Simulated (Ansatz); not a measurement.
# CaMg and its free atoms: a cohesive energy from free atoms

Program: Ansatz's Python interface.

Typed at the interpreter:
```pycon
>>> from collections import Counter
>>> import ansatz as az
>>> def counts(outcome):
...     return Counter(site.symbol for site in outcome.lattice.sites)
...
>>> UNPAIRED = {"Ca": 0, "Mg": 0}  # unpaired electrons of the free atoms
>>> def solve(name, crystal):
...     calc = (
...         crystal.calculation()
...         .scf(tolerance=1e-08)
...         .functional("PBEsol")
...         .basis(460)
...         .kpoints(spacing=0.3)  # sampling of the Brillouin zone
...         .occupations("cold", width=0.02)  # fractional filling near the Fermi level
...     )
...     if name.endswith(" atom"):
...         calc = calc.kpoints(1, 1, 1).occupations("fermi_dirac", width=0.01)
...         if UNPAIRED[name.split()[0]]:
...             calc = calc.spin("collinear")
...         return calc.run(threads=1, backend="cpu")
...     calc = calc.relax(force_tolerance=0.03, max_steps=60, cell=True)
...     return calc.run(threads=1, backend="cpu")
...
>>> phases = {}
>>> camg = (
...     az.Lattice.from_parameters(6.034426, 6.034426, 6.034426, alpha=35.28209, beta=35.28209, gamma=35.28209)
...     .atom("Ca", (0.0, 0.0, 0.0))
...     .atom("Mg", (0.5, 0.5, 0.5))
... )
>>> phases["CaMg"] = camg
>>> # a box with unlike edges lets an open shell break the spherical symmetry
>>> for element, moment in UNPAIRED.items():
...     phases[f"{element} atom"] = az.Lattice.orthorhombic(9.0, 9.5, 10.0).atom(element, (0.5, 0.5, 0.5), moment=moment or None)
...
>>> done = {name: solve(name, crystal) for name, crystal in phases.items()}
DeckWarning: relax.cell: scf.convergence.dr2_threshold = 1e-8 eV is looser than the 2e-10 eV advised for a relaxation that steers and ends on the stress (1e-10 eV for each atom of the cell: 2). What an SCF threshold leaves in a stress goes as its square root, [...]
>>> print({element: round(done[f"{element} atom"].report["magnetization_mub"], 2) for element in UNPAIRED}, "muB on the free atoms")
{'Ca': 0.0, 'Mg': 0.0} muB on the free atoms
>>> solid = done["CaMg"]
>>> n = counts(solid)
>>> binding = (sum(k * done[f"{e} atom"].report["energy_sigma0_ev"] for e, k in n.items()) - solid.report["energy_sigma0_ev"]) / sum(n.values())
>>> print(f"cohesive energy {binding:.3f} eV/atom = {96.4853 * binding:.0f} kJ/mol of atoms (no zero-point energy)")
cohesive energy 1.818 eV/atom = 175 kJ/mol of atoms (no zero-point energy)
```

Notes:
- The magnetic order follows from the starting moments and needn't be the lowest.
- For the metals among these phases the mesh is modest: differences between phases can be off by up to 40 meV an atom.
- The cells come from databases of deposited and of computed structures, and not all need be stable phases.
- Warnings are shown shortened and without file and line.
- Free atoms in a box carry small image and symmetry errors, and spin-orbit coupling is left out.
- Timing: 20 s on 1 thread of Arm Neoverse V1, on a shared host, peak memory 0.59 GiB.

(Lines on the test bed's own set-up are left out of the output.)
